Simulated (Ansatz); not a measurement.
Runs of Ansatz 0.2.0 on Be2S. It takes space group P-4m2 (No. 115, tetragonal). The conventional cell has a = 3.158 Å, b = 3.158 Å, c = 3.940 Å, α = 90.00°, β = 90.00°, γ = 90.00°. Be (site symmetry 2mm) has 2 S at 2.05 Å as nearest neighbours. S (site symmetry -4m2) is surrounded by 4 Be at 2.05 Å. The cell was built by a generator and needn't be a form met in nature.

```csv
screening (1/Å),gap on the mesh (eV),pressure (GPa),largest force (eV/Å)
0.4,none,(b),0.19
0.6,none,(a),0.16
0.15,none,-0.9,0.21
0.1,none,-0.9,0.21
0.2,none,-0.8,0.20
0.3,none,-0.7,0.20
```

Alike in all rows: task single point; level HSE06 form with a typed share of exact exchange; potentials or basis Ansatz PAW; no spin polarisation; cell as given; k mesh 4 × 4 × 4; cutoff (eV) 420; smearing fermi-dirac 0.05 eV; the mesh is coarse, so values aren't converged.

Problem. Estimate the missing entries.

Solution. (a) -0.1; (b) -0.5.

Caveats: all runs use coarse meshes; the PAW data sets come from PBE, with cores solved anew for the run's functional, which leaves a small shift of forces and pressure; the thresholds are loose for stress.

A gap of «none» marks a metal or a gap under the smearing width.
